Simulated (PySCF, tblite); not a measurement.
**C₅H₁₄GeN₂: geometry, infrared bands and NMR shifts**

What infrared bands and NMR shifts should C₅H₁₄GeN₂ (`C=C[C@@H](CN)[Ge@H]([CH3])[NH2]`) show?

The runs use tblite 0.8.0 and PySCF 2.14.0, with density-fitted response routines of our own; the level of theory stands in each step. All values are computed, except where a source is named. Atoms are numbered from 0 throughout.

### 1 Starting geometry

22 atoms, charge 0, multiplicity 1; geometry from: force field or distance geometry start.

Bonds of the start (Å): C0–C1 1.34, C1–C2 1.48, C2–C3 1.52, C3–N4 1.41, C2–Ge5 1.91, Ge5–C6 1.93, Ge5–N7 1.86, C0–H8 1.08, C0–H9 1.09, C1–H10 1.09, C2–H11 1.14, C3–H12 1.12, C3–H13 1.11, N4–H14 1.05, N4–H15 1.04, Ge5–H16 1.56, C6–H17 1.12, C6–H18 1.10, C6–H19 1.12, N7–H20 1.03, N7–H21 1.03.

### 2 Relaxing the molecule with GFN2-xTB

What the job is given:

```
{"job": {"kind": "relax", "xc": "GFN2-xTB", "basis": "xTB"}, "charge": 0, "multiplicity": 1}
C     -1.045600    -2.008700     1.534300
C     -1.504400    -0.813800     1.131200
C     -1.014600    -0.125200    -0.078600
C     -1.216500     1.371900     0.071400
N     -0.758000     2.023600    -1.090200
Ge     0.759100    -0.633900    -0.562200
C      2.100900    -0.226500     0.769100
N      1.329100     0.105700    -2.175400
H     -0.300400    -2.582100     1.008200
H     -1.485300    -2.408400     2.449800
H     -2.260500    -0.326200     1.746000
H     -1.712500    -0.445900    -0.918500
H     -0.655900     1.778600     0.954100
H     -2.289800     1.536000     0.319600
H     -0.338900     2.972800    -0.933500
H     -1.425100     2.007100    -1.883800
H      0.762300    -2.178400    -0.755100
H      1.921800    -0.721000     1.759600
H      2.263400     0.858600     0.871300
H      3.078900    -0.650000     0.419700
H      1.985600    -0.524200    -2.653500
H      1.795800     1.009300    -1.984300
```

Command:

```sh
$ OMP_NUM_THREADS=1 python probes_run.py task.json out
```

One launch serves the whole session: the jobs run in the order shown.

**Question.** This job is followed by: GFN2-xTB harmonic vibrations, gas phase; GIAO PBE0/pcSseg-1 NMR shielding, non-relativistic, gas phase. What will the session give for the following? strongest single infrared mode (GFN2-xTB); zero-point energy (GFN2-xTB); ¹³C shifts against TMS (PBE0/pcSseg-1); ¹H shifts against TMS (PBE0/pcSseg-1, means over atoms taken as alike); ¹⁵N shifts against NH3 (PBE0/pcSseg-1); ⁷³Ge shifts against GeMe4 (PBE0/pcSseg-1); surface potential, 1st and 99th percentile.

As calculated:

```
                                                              quantity                                                            value
                             strongest single infrared mode (GFN2-xTB)                                            1858 cm⁻¹, 489 km/mol
                                          zero-point energy (GFN2-xTB)                                                   113.7 kcal/mol
                                ¹³C shifts against TMS (PBE0/pcSseg-1)                                149.0, 123.9, 51.9, 47.7, 3.5 ppm
¹H shifts against TMS (PBE0/pcSseg-1, means over atoms taken as alike)  6.60, 5.38, 5.31, 4.76, 3.55, 2.36, 2.15, 0.90, 0.58, -0.12 ppm
                                ¹⁵N shifts against NH3 (PBE0/pcSseg-1)                                                   49.8, 17.7 ppm
                             ⁷³Ge shifts against GeMe4 (PBE0/pcSseg-1)                                                           -8 ppm
                                 surface potential, 1st and 99th percentile                                               -1.75 V and 1.41 V
```

In words: Over 178 steps the energy fell by 0.691 eV; of the close pairs, C2–Ge5 changed most, 1.908 to 2.012 Å. All 60 modes are real, so the xTB geometry is a minimum. The strongest single mode, at 1858 cm⁻¹, moves mainly H16. GFN2-xTB is a fitted tight-binding method: band positions and strengths are rough. Its intensities can rank the bands wrongly. The most deshielded carbon is C1 (alkene CH), at 149.0 ppm: the olefinic region. The most deshielded hydrogen is H10 (hydrogen on an alkene CH), at 6.60 ppm: attached to an sp2 carbon and in the plane of the double bond. At PBE0/pcSseg-1: Shielding is most anisotropic at C1 (span 241 ppm, paramagnetic term -216 ppm). Spin-orbit coupling is left out, which matters for shieldings and couplings at and beside the heavy atoms.
